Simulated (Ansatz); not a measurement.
# AlBO3: the cost of one run

Program: Ansatz 0.2.0. Level of theory: DFT PBEsol, scalar-relativistic, plane waves, PAW. These are calculated values, not measurements.

## Step 1: The system as given

The structure is trigonal, space group R-3c (No. 167). The conventional cell has a = 4.464 Å, b = 4.464 Å, c = 13.745 Å, α = 90.00°, β = 90.00°, γ = 120.00°. Al (site symmetry -3) is surrounded by 6 O at 1.92 Å. B (site symmetry 32) is surrounded by 3 O at 1.38 Å. O (site symmetry 2) has 1 B at 1.38 Å and 2 Al at 1.92 Å as nearest neighbours.

Structure file:

```
CELL_PARAMETERS angstrom
2.23190 1.28859 4.58167
-2.23190 1.28859 4.58167
0.00000 -2.57718 4.58167
ATOMIC_POSITIONS crystal
Al 0.00000 0.00000 0.00000
Al 0.50000 0.50000 0.50000
B 0.25000 0.25000 0.25000
B 0.75000 0.75000 0.75000
O 0.94098 0.55902 0.25000
O 0.25000 0.94098 0.55902
O 0.55902 0.25000 0.94098
O 0.05902 0.44098 0.75000
O 0.75000 0.05902 0.44098
O 0.44098 0.75000 0.05902
```

The structure comes from the Crystallography Open Database.

(A quick probe on a coarse mesh, which set the mesh and smearing, is not shown.)

## Step 3: Relaxing cell and atoms

Contents of input.yaml:

```yaml
crystal:
  lattice:
    - [2.2319, 1.2885880658, 4.5816666667]
    - [-2.2319, 1.2885880658, 4.5816666667]
    - [0.0, -2.5771761316, 4.5816666667]
  atoms:
    - { symbol: Al, position: [0.0, 0.0, 0.0] }
    - { symbol: Al, position: [0.5, 0.5, 0.5] }
    - { symbol: B, position: [0.25, 0.25, 0.25] }
    - { symbol: B, position: [0.75, 0.75, 0.75] }
    - { symbol: O, position: [0.94098, 0.55902, 0.25] }
    - { symbol: O, position: [0.25, 0.94098, 0.55902] }
    - { symbol: O, position: [0.55902, 0.25, 0.94098] }
    - { symbol: O, position: [0.05902, 0.44098, 0.75] }
    - { symbol: O, position: [0.75, 0.05902, 0.44098] }
    - { symbol: O, position: [0.44098, 0.75, 0.05902] }
basis:
  ecutwfc: 420
kpoints:
  mp_grid: { grid: [6, 6, 6] }
hamiltonian:
  xc: pbesol
scf:
  occupations: { method: gaussian, width: 0.02 }
output:
  forces: true
  stress: true
  eigenvalues: true
relax:
  adjacent_minimum: "off"
  f_tol: 0.01
  max_steps: 80
  cell: { stress_tol: 0.05 }
```

Started as:

```bash
ansatz run input.yaml --threads 4 --pin off --max-ram 9216MiB --backend cpu --events-out ev --progress --plain --runs-dir out
```

What time and memory should one allow on 4 threads of AMD EPYC 9R45 (Zen 5), shared host?

About 4.7 s, with a peak of 0.56 GiB.
